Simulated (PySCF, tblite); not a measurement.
# CH14N2Si4: geometry, infrared bands and NMR shifts

Wanted: the infrared bands and NMR shifts of CH14N2Si4 (`[SiH3]NC[SiH2]N([SiH3])[SiH3]`), by calculation.

Programs: tblite 0.8.0 and PySCF 2.14.0, with density-fitted response routines of our own. Each step states its level of theory. These are calculated values for one molecule in the gas phase, unless marked as measured. Atoms are numbered from 0 throughout.

**1. Starting geometry**

21 atoms, charge 0, multiplicity 1; geometry from: force field or distance geometry start.

Bonds of the start (Å): Si0–N1 1.77, N1–C2 1.41, C2–Si3 1.86, Si3–N4 1.79, N4–Si5 1.77, N4–Si6 1.78, Si0–H7 1.47, Si0–H8 1.46, Si0–H9 1.46, N1–H10 1.04, C2–H11 1.13, C2–H12 1.09, Si3–H13 1.46, Si3–H14 1.48, Si5–H15 1.47, Si5–H16 1.49, Si5–H17 1.45, Si6–H18 1.48, Si6–H19 1.46, Si6–H20 1.48.

**2. Optimising the geometry with GFN2-xTB**

Job settings and geometry (Å):

```
{"job": {"kind": "relax", "xc": "GFN2-xTB", "basis": "xTB"}, "charge": 0, "multiplicity": 1}
Si     3.240900     0.645800     0.222300
N      2.349500    -0.882500     0.149500
C      1.279000    -0.922100    -0.772900
Si    -0.055600     0.340800    -0.473500
N     -1.546400    -0.410300     0.161300
Si    -1.827100    -0.053100     1.875700
Si    -2.969100    -0.093400    -0.868600
H      3.609000     1.116400    -1.117100
H      2.529600     1.706300     0.936600
H      4.489100     0.412800     0.948000
H      2.169700    -1.331100     1.070000
H      0.839800    -1.957500    -0.746900
H      1.645600    -0.775300    -1.791600
H     -0.359800     0.967400    -1.754700
H      0.439600     1.326500     0.518300
H     -2.830500    -1.000700     2.389200
H     -0.543900    -0.291400     2.591000
H     -2.316600     1.295500     2.105900
H     -3.595200    -1.399600    -1.173000
H     -2.635400     0.642700    -2.079000
H     -3.920800     0.679800    -0.036100
```

Run with:

```bash
OMP_NUM_THREADS=1 python probes_run.py task.json out
```

The driver reads the jobs from task.json and runs them one after another.

**Question.** This job is followed by: GFN2-xTB harmonic vibrations, gas phase; GIAO PBE0/pcSseg-1 NMR shielding, non-relativistic, gas phase. What will the session give for the following? strongest single infrared mode (GFN2-xTB); zero-point energy (GFN2-xTB); 13C shifts against TMS (PBE0/pcSseg-1); 1H shifts against TMS (PBE0/pcSseg-1, means over atoms taken as alike); 29Si shifts against TMS (PBE0/pcSseg-1, means over atoms taken as alike); 15N shifts against NH3 (PBE0/pcSseg-1).

The runs gave:

```
                                                                quantity                              value
                               strongest single infrared mode (GFN2-xTB)               815 cm⁻¹, 595 km/mol
                                            zero-point energy (GFN2-xTB)                      86.6 kcal/mol
                                  13C shifts against TMS (PBE0/pcSseg-1)                           34.4 ppm
  1H shifts against TMS (PBE0/pcSseg-1, means over atoms taken as alike)  4.87, 4.79, 4.69, 2.64, -0.16 ppm
29Si shifts against TMS (PBE0/pcSseg-1, means over atoms taken as alike)            -19.6, -45.1, -55.5 ppm
                                  15N shifts against NH3 (PBE0/pcSseg-1)                      5.9, -5.4 ppm
```

In words: The optimisation took 300 steps and gained 0.849 eV; among the close pairs (by a distance rule), Si0–N1 changed most, from 1.771 to 1.715 Å. The lowest mode is slightly imaginary (8i cm⁻¹), a soft motion within the noise of the Hessian, so the minimum is not strictly shown. The strongest single mode, at 815 cm⁻¹, is spread over several atoms, H9, H8, H18, H20 among them. Unscaled tight-binding wavenumbers are off by several per cent, some by more. Its intensities can rank the bands wrongly.
